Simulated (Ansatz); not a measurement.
# BH5N2Si: how energies converge with the basis set

An exercise on one series of results from a longer session: the logs are not shown, and one member is left open.

Program: Ansatz 0.2.0, Gaussian basis. Level of theory: one geometry, several basis sets. These are calculated values, not measurements.

Plan: PBE0-D4/def2-SVP; ωB97M-V/def2-SVP; PBE0-D4/def2-QZVPP; ωB97M-V/def2-QZVPP; the functionals' def2-TZVPP values are taken from earlier runs.

## The geometry

The geometry comes from an earlier relaxation with PBE0-D4 in a triple-zeta def2 set; it is a stationary point, not always the lowest conformer.

9 atoms, charge 0, spin multiplicity 1.

Atoms are counted from 1 here; the program's logs count them from 0.

Bond lengths: N1–Si2 1.702 Å, N1–H5 1.006 Å, N1–H6 1.005 Å, Si2–B3 1.914 Å, Si2–N4 1.755 Å, Si2–H7 1.482 Å, B3–N4 1.389 Å, B3–H8 1.190 Å, N4–H9 1.011 Å. Angles: Si2–N1–H5 122.6°, Si2–N1–H6 123.2°, H5–N1–H6 112.9°, N1–Si2–B3 127.2°, N1–Si2–N4 121.8°, N1–Si2–H7 105.5°, B3–Si2–N4 44.2°, B3–Si2–H7 127.1°, N4–Si2–H7 113.4°, Si2–B3–N4 61.8°, Si2–B3–H8 163.8°, N4–B3–H8 134.4°, Si2–N4–B3 74.0°, Si2–N4–H9 150.8°, B3–N4–H9 135.2°.

Set-up of the first run:

in.yaml reads:

```yaml
crystal:
  periodic: [false, false, false]
  atoms:
    - {symbol: N, position_ang: [-0.637841, 1.588111, 0.218243]}
    - {symbol: Si, position_ang: [0.258947, 0.175476, 0.530470]}
    - {symbol: B, position_ang: [-0.233858, -1.625779, 0.110161]}
    - {symbol: N, position_ang: [0.650453, -0.971595, -0.738359]}
    - {symbol: H, position_ang: [-0.221268, 2.503311, 0.212864]}
    - {symbol: H, position_ang: [-1.561836, 1.577322, -0.177334]}
    - {symbol: H, position_ang: [1.441211, 0.620895, 1.305249]}
    - {symbol: H, position_ang: [-0.741344, -2.702396, 0.114426]}
    - {symbol: H, position_ang: [1.134037, -1.211646, -1.592919]}
basis:
  gaussian: {orbitals: def2-SVP}
hamiltonian: {xc: pbe0, dispersion: d4}
output: {orbitals: {seedname: orbitals}}
```

The run is started by

```sh
> ansatz run in.yaml --threads 2 --pin off --events-out ev --progress --plain --max-ram 4352MiB
```

Steps of the session up to this table: PBE0-D4 in def2-SVP; ωB97M-V in def2-SVP; PBE0-D4 in def2-QZVPP; ωB97M-V in def2-QZVPP.

One table of the session follows, with a row left open; its other results are not shown here.

```
functional       basis  HOMO (eV)  LUMO (eV)
   PBE0-D4    def2-SVP      -6.45       0.14
   PBE0-D4  def2-TZVPP      -6.59      -0.20
   PBE0-D4  def2-QZVPP      -6.62      -0.31
   ωB97M-V    def2-SVP      -8.56       2.24
   ωB97M-V  def2-TZVPP          ?          ?
   ωB97M-V  def2-QZVPP      -8.75       1.34
```

**Question.** Estimate the row for ωB97M-V, def2-TZVPP.

**Answer.** HOMO (eV): -8.72; LUMO (eV): 1.64. In the column «HOMO (eV)» it lies between ωB97M-V, def2-QZVPP (-8.75) and ωB97M-V, def2-SVP (-8.56).
